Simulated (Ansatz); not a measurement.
Here is an Ansatz input file for Si, space group I4/mmm. Write the same calculation for the Python package.

```yaml
crystal:
  lattice:
    a: 5.080623
    b: 5.080623
    c: 5.080623
    alpha: 98.23123
    beta: 98.23123
    gamma: 135.53375
  atoms:
    - { symbol: Si, position: [0.17880106, 0.17880106, 0.35760212] }
    - { symbol: Si, position: [0.82119894, 0.82119894, 0.64239788] }
    - { symbol: Si, position: [0.17880106, 0.82119894, 0.0] }
    - { symbol: Si, position: [0.82119894, 0.17880106, 0.0] }
kpoints:
  mp_grid:
    grid: [6, 6, 6]
    shift: [0.0, 0.0, 0.0]
hamiltonian:
  xc: r2scan
scf:
  n_extra_bands: 14
  occupations:
    method: fermi_dirac
    width: 0.1
output:
  dos:
    de: 0.05
    projected: true
```

`pdos.py`
```python
from dataclasses import dataclass
import warnings

import ansatz as az
import numpy as np


@dataclass
class Options:
    xc: str = "r2scan"
    smearing: str = "fermi_dirac"
    sigma: float = 0.1
    n_empty: int = 14


settings = Options()


def main() -> None:
    structure = (
        az.Lattice.from_parameters(5.080623, 5.080623, 5.080623, alpha=98.23123, beta=98.23123, gamma=135.53375)
        .atom("Si", (0.17880106, 0.17880106, 0.35760212))
        .atom("Si", (0.82119894, 0.82119894, 0.64239788))
        .atom("Si", (0.17880106, 0.82119894, 0.0))
        .atom("Si", (0.82119894, 0.17880106, 0.0))
    )

    calculation = (
        structure.calculation()
        .functional(settings.xc)
        .occupations(settings.smearing, width=settings.sigma)
        .kpoints(6, center="gamma")
        .scf(extra_bands=settings.n_empty)
        .density_of_states(projected=True, energy_step=0.05)
    )
    with warnings.catch_warnings(record=True) as caught:
        warnings.simplefilter("always")
        outcome = calculation.run()
    print("warnings raised:", sorted(w.category.__name__ for w in caught) or "none")
    data = outcome.report

    dos = outcome.density_of_states()
    energy = np.asarray(dos.energies_ev) - dos.fermi_ev
    curves = {}
    for site in outcome.projected_density_of_states().sites:
        for shell in site.shells:
            weight = sum(np.sum(curve.g_bin_mean_per_ev, axis=0) for curve in shell.curves)
            name = f"{site.species} {shell.label}"
            curves[name] = curves.get(name, 0) + weight

    print("E-EF   " + " ".join(f"{name:>8s}" for name in curves))
    for e in np.arange(-10, 6 + 0.1, 1.0):
        print(f"{e:5.1f}  " + " ".join(f"{np.interp(e, energy, g):8.3f}" for g in curves.values()))


if __name__ == "__main__":
    main()
```

Output of `python pdos.py`:
```text
warnings raised: ['DeckWarning']
E-EF      Si 3S    Si 3P
-10.0     0.537    0.258
 -9.0     0.747    0.505
 -8.0     0.668    0.557
 -7.0     0.347    0.443
 -6.0     0.287    0.507
 -5.0     0.247    1.001
 -4.0     0.099    1.256
 -3.0     0.117    1.637
 -2.0     0.112    2.995
 -1.0     0.010    0.578
  0.0     0.000    0.000
  1.0     0.504    1.028
  2.0     0.468    1.587
  3.0     0.381    1.739
  4.0     0.300    1.155
  5.0     0.191    0.829
  6.0     0.274    1.227
```

Reading the output:
- Semilocal gaps usually lie well under measured ones.
- An opening on this mesh may only mean that it misses a point where bands touch.
- The crystal has a gap of about 0.39 eV on the mesh; bins of finite width blur the band edges.
- This isn't the structure that Si takes at ambient conditions.
- Curves are summed over the cell's atoms. Only shells that the potentials hold have channels, so projections don't add up to the total, least of all where a shell is missing (p of most metals); heights and places of peaks move with the mesh.
- The density of states is complete only as far up as bands were computed.
- Finished in 9.4 s on 1 thread of Arm Neoverse V1, on a shared host, peak memory 0.59 GiB.

(Lines on the test bed's own set-up are left out of the output.)
